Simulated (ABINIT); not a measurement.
Here is an ABINIT 10.8.3 (patched build) calculation.

File run.abi:

```
# Pseudopotentials
pp_dirpath "./"
pseudos "Ge.upf, Ga.upf"

# Structure
acell 3*1.0 Angstrom
rprim
     0.0000000000     2.8978440000     2.8978440000
     2.8978440000     0.0000000000     2.8978440000
     2.8978440000     2.8978440000     0.0000000000
ntypat 2
znucl 32 31
natom 2
typat 1 2
xred
     0.0000000000     0.0000000000     0.0000000000
     0.2500000000     0.2500000000     0.2500000000

# Plane-wave basis
ecut 40.0

# k points
kptopt 1
ngkpt 6 6 6
nshiftk 1
shiftk 0.0 0.0 0.0

# Exchange and correlation
ixc 7

# Bands and occupations
nband 18
occopt 3
tsmear 0.00183747

# SCF cycle
nstep 100
tolvrs 1.0e-10

# Output
iomode 3
prtwf 0
prtden 0
prteig 0
prtebands 0
prtvol 2
```

Potentials or basis: PseudoDojo NC SR LDA v0.4.1 standard.

Run with:

```console
$ abinit run.abi > log 2>&1
```

(1) What does it give for the pressure?

(2) Predict the band gap on the k mesh.

Answers

(1) -4.3 GPa.

(2) none (metal or under the smearing width).
